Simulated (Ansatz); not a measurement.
**H2O2 (hydrogen peroxide): HF/STO-3G**

What is the electronic atomisation energy of H2O2 (hydrogen peroxide) at HF/STO-3G? 

The calculation is run with Ansatz 0.2.0.

38 further runs of the same task are left out: 38 set aside as unsound or not needed.

### Step 1. The system as given

The species is H2O2 (4 atoms), meant as a singlet with charge 0. SMILES: `OO`. The coordinates come from a PBE0-D4/def2-TZVP relaxation.

Bond lengths: O1–O2 1.426 Å, O1–H3 0.965 Å, O2–H4 0.965 Å. Angles: O1–O2–H4 101.1°, O2–O1–H3 101.1°.

### Step 2. A single-point energy at HF/STO-3G

molecule.yaml reads:

```yaml
basis:
  gaussian:
    orbitals: STO-3G
crystal:
  periodic: [false, false, false]
  atoms:
    - symbol: O
      position_ang: [-0.486800, -0.581100, 0.030600]
    - symbol: O
      position_ang: [0.048300, 0.728400, 0.206900]
    - symbol: H
      position_ang: [0.186400, -1.117000, 0.467400]
    - symbol: H
      position_ang: [0.252100, 0.969800, -0.704900]
hamiltonian:
  xc: hf
accuracy: high
output:
  orbitals: {seedname: orbitals}
```

On the command line:

```bash
$ ansatz run molecule.yaml --threads 1 --pin off --max-ram 3480MiB --events-out events.jsonl --progress --plain --runs-dir runs
```

The program printed:

```text
Warning: RAYON_NUM_THREADS=1 ignored (pool sized by the plan → 1); use --threads N
Functional definition: HF
  name "HF"
  exchange = exact_x
  correlation = 0
188 factors; integrals over basis functions are off by at most 3.5e-8 eV
mean field evaluation 1: about -4047.2581 eV, gradient 1.2e1 eV
mean field evaluation 2: about -4047.3850 eV, gradient 1.2e1 eV
mean field evaluation 4: about -4047.9806 eV, gradient 3.6e-1 eV
mean field evaluation 8: about -4047.9805 eV, gradient 1.2e-6 eV
mean field -4047.98053007 eV, -148.7605406603 hartree, gradient 2.2e-8 eV, S^2 0.000000; 0 other end points of the search recorded, 0 dependent functions left out
reference -4047.98053007 eV, -148.7605406603 hartree; 9, 9 occupied and 3, 3 virtual orbitals, 188 factors
Total energy: -4047.98053007 eV, -148.7605406603 hartree
```

Run time: 0.04 s. Hardware: 1 thread of Arm Neoverse V2, shared host.

### Step 3. The H atom at the same level

input.yaml reads:

```yaml
crystal:
  periodic: [false, false, false]
  atoms:
    - {symbol: H, position_ang: [0.000000, 0.000000, 0.000000]}
basis:
  gaussian:
    orbitals: STO-3G
magnetization:
  spin_polarized: true
  initial_magnetization: 1
hamiltonian:
  xc: hf
accuracy: high
```

Run the same way, it converges to -0.46658 Eh (log not shown).

### Step 4. The O atom at the same level

job.yaml reads:

```yaml
basis:
  gaussian: {orbitals: STO-3G}
crystal:
  periodic: [false, false, false]
  atoms:
    - symbol: O
      position_ang: [0.000000, 0.000000, 0.000000]
total_charge: 0
magnetization: {spin_polarized: true, initial_magnetization: 2}
hamiltonian: {xc: hf}
accuracy: high
```

On the command line:

```bash
$ ansatz run job.yaml --threads 1 --pin off --max-ram 3480MiB --events-out events.jsonl --progress --plain --runs-dir runs
```

The program printed:

```text
Warning: RAYON_NUM_THREADS=1 ignored (pool sized by the plan → 1); use --threads N
[... 4 set-up lines as earlier in the session ...]
15 factors; integrals over basis functions are off by at most 1.1e-9 eV
mean field evaluation 1: about -2008.3132 eV, gradient 1.7e-14 eV
mean field evaluation 2: about -2008.3132 eV, gradient 0.0e0 eV
mean field -2008.31323932 eV, -73.8041502613 hartree, gradient 0.0e0 eV, S^2 2.000000; 2 other end points of the search recorded, 0 dependent functions left out
reference -2008.31323932 eV, -73.8041502613 hartree; 5, 3 occupied and 0, 2 virtual orbitals, 15 factors
Total energy: -2008.31323932 eV, -73.8041502613 hartree
```

Run time: 0.02 s. Hardware: 1 thread of Arm Neoverse V2, shared host.

### Step 5. Results

Level: HF/STO-3G.

```
                     quantity          value
       molecule: total energy  -148.76054 Eh
        molecule: HOMO energy       -9.92 eV
        molecule: LUMO energy       13.16 eV
      molecule: HOMO–LUMO gap       23.08 eV
         H atom: total energy    -0.46658 Eh
                 H atom: ⟨S²⟩          0.750
         O atom: total energy   -73.80415 Eh
                 O atom: ⟨S²⟩          2.000
electronic atomisation energy       5.961 eV
```

In words: Taking the molecule apart into free atoms costs 5.96 eV (137 kcal/mol), before zero-point energy and without spin-orbit coupling. Hartree–Fock lacks the correlation of the bonding pairs, which as a rule makes this value much too low; in minimal bases other errors can mask that. In a minimal basis such a difference can be off by several eV, whatever the method.
